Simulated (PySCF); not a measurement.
# C4H6F2OS: the cost of one run

Computed with PySCF 2.14.0 and routines of our own; the level stands in each step. Atoms count from 0.

## 1. The system as given

14 atoms, charge 0, multiplicity 1; geometry from: GFN2-xTB.

## 2. Circular dichroism and optical rotation: TDDFT LC-wPBE/def2-SVPD

What the job is given:

```
{"job": {"kind": "ecd", "xc": "LC-wPBE", "basis": "def2-SVPD", "nstates": 16}, "charge": 0, "multiplicity": 1}
F      1.728990    -1.575529    -0.704526
C      0.866821    -0.846367     0.078360
C     -0.566508    -1.033868    -0.436098
O     -1.496149    -0.406105     0.416070
C     -1.374545     0.969917     0.448355
S      0.198274     1.519467     1.231844
C      1.270085     0.626541     0.060102
F      1.127878     1.148801    -1.195811
H      0.963346    -1.224772     1.103842
H     -0.818226    -2.095796    -0.443030
H     -0.635253    -0.636817    -1.459071
H     -1.398861     1.418048    -0.552797
H     -2.177555     1.363101     1.069181
H      2.311024     0.772906     0.361414
```

Method: TDDFT LC-wPBE/def2-SVPD circular dichroism and optical rotation, one conformer, gas phase.

On the command line:

```console
$ OMP_NUM_THREADS=1 python excited_run.py task.json out
```

The driver reads the jobs from task.json and runs them one after another.

**Question.** How long does this job take on 1 thread of Arm Neoverse V1, shared host, and how much memory does it need?

About 1.8 min, with a peak of 0.97 GiB.
